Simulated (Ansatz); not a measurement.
# C₂H₈InN: up Jacob's ladder to CCSD(T)

The task here is to estimate one member of a computed series from the others.

The runs use Ansatz 0.2.0, Gaussian basis; functionals in def2-TZVPP, the program's frozen cores in correlated methods.

Levels to be run: LDA (SPW92), PBE-D4, revPBE-D4, BLYP-D4, r2SCAN-D4, B97M-V, PBE0-D4, B3LYP-D4, r2SCANh-D4, r2SCAN0-D4, HSE06-D4, BHLYP-D4, CAM-B3LYP-D4, LC-ωPBE, ωB97X-V, ωB97M-V, B2PLYP, PBE-QIDH; CCSD(T)/def2-SVP; CCSD(T)/def2-TZVPP; MP2/def2-QZVPP; extrapolation to the limit; RPA on PBE.

**Structure used throughout**

An earlier PBE0-D4 in a triple-zeta def2 set relaxation fixed the geometry. In takes the def2 core potential; no spin-orbit term is included.

12 atoms, charge 0, spin multiplicity 1.

Atoms are counted from 1 here; the program's logs count them from 0.

Bond lengths: C1–In2 2.149 Å, C1–H5 1.091 Å, C1–H6 1.091 Å, C1–H7 1.090 Å, In2–C3 2.149 Å, In2–N4 2.021 Å, C3–H8 1.092 Å, C3–H9 1.090 Å, C3–H10 1.091 Å, N4–H11 1.007 Å, N4–H12 1.007 Å. Angles: In2–C1–H5 110.4°, In2–C1–H6 110.4°, In2–C1–H7 110.4°, H5–C1–H6 107.9°, H5–C1–H7 108.9°, H6–C1–H7 108.8°, C1–In2–C3 131.2°, C1–In2–N4 114.4°, C3–In2–N4 114.4°, In2–C3–H8 110.1°, In2–C3–H9 110.3°, In2–C3–H10 110.8°, H8–C3–H9 108.6°, H8–C3–H10 108.0°, H9–C3–H10 109.0°, In2–N4–H11 124.6°, In2–N4–H12 124.6°, H11–N4–H12 110.8°.

Set-up of the first run:

Contents of in.yaml:

```yaml
crystal:
  periodic: [false, false, false]
  atoms:
    - {symbol: C, position_ang: [-0.704033, 1.760444, -0.949170]}
    - {symbol: In, position_ang: [-0.031450, -0.059439, -0.025761]}
    - {symbol: C, position_ang: [1.487008, -0.418690, 1.451512]}
    - {symbol: N, position_ang: [-0.992737, -1.721265, -0.656249]}
    - {symbol: H, position_ang: [0.123739, 2.259036, -1.456439]}
    - {symbol: H, position_ang: [-1.098214, 2.445431, -0.196322]}
    - {symbol: H, position_ang: [-1.487741, 1.549569, -1.677260]}
    - {symbol: H, position_ang: [1.159571, -0.044714, 2.423737]}
    - {symbol: H, position_ang: [1.685484, -1.487425, 1.538564]}
    - {symbol: H, position_ang: [2.413291, 0.094176, 1.188068]}
    - {symbol: H, position_ang: [-1.744480, -1.726597, -1.325502]}
    - {symbol: H, position_ang: [-0.810439, -2.650525, -0.315179]}
basis:
  gaussian: {orbitals: def2-TZVPP}
hamiltonian: {xc: lda}
output: {orbitals: {seedname: orbitals}}
```

Launch:

```sh
$ ansatz run in.yaml --threads 4 --pin off --events-out ev --progress --plain --max-ram 10444MiB
```

Steps of the session up to this table: LDA; PBE-D4 (GGA); revPBE-D4 (GGA); BLYP-D4 (GGA); r2SCAN-D4 (meta-GGA); B97M-V (meta-GGA); B3LYP-D4 (hybrid); r2SCANh-D4 (hybrid); r2SCAN0-D4 (hybrid); HSE06-D4 (hybrid); BHLYP-D4 (hybrid); CAM-B3LYP-D4 (range-separated); LC-ωPBE (range-separated); ωB97X-V (range-separated); ωB97M-V (range-separated); B2PLYP (double hybrid); PBE-QIDH (double hybrid).

One table of the session follows, with a row left open; its other results are not shown here.

It belongs to the step «Orbital energies across the functionals». 

| functional | HOMO (eV) | gap (eV) |
| --- | --- | --- |
| LDA (SPW92) | -5.46 | 4.18 |
| PBE-D4 | -5.25 | 4.21 |
| revPBE-D4 | -5.17 | 4.24 |
| BLYP-D4 | -5.14 | 4.13 |
| r2SCAN-D4 | -5.49 | 4.74 |
| B97M-V | -5.54 | 4.51 |
| PBE0-D4 | -6.55 | 6.22 |
| B3LYP-D4 | -6.33 | 5.72 |
| r2SCANh-D4 | ? | ? |
| r2SCAN0-D4 | -6.74 | 6.58 |
| HSE06-D4 | -6.14 | 5.46 |
| BHLYP-D4 | -7.80 | 8.06 |
| CAM-B3LYP-D4 | -8.00 | 8.42 |
| LC-ωPBE | -9.41 | 10.88 |
| ωB97X-V | -9.03 | 10.36 |
| ωB97M-V | -8.95 | 9.90 |

Estimate the missing values for r2SCANh-D4.

Worked estimate for «HOMO (eV)». Against the share of exact exchange, r2SCAN-D4 (0, -5.49), r2SCAN0-D4 (0.25, -6.74) give a slope of -5.00 per unit share; at 0.1 the line stands at -5.99.

As computed: HOMO (eV): -5.98; gap (eV): 5.48. In «HOMO (eV)» the line misses by -0.01.
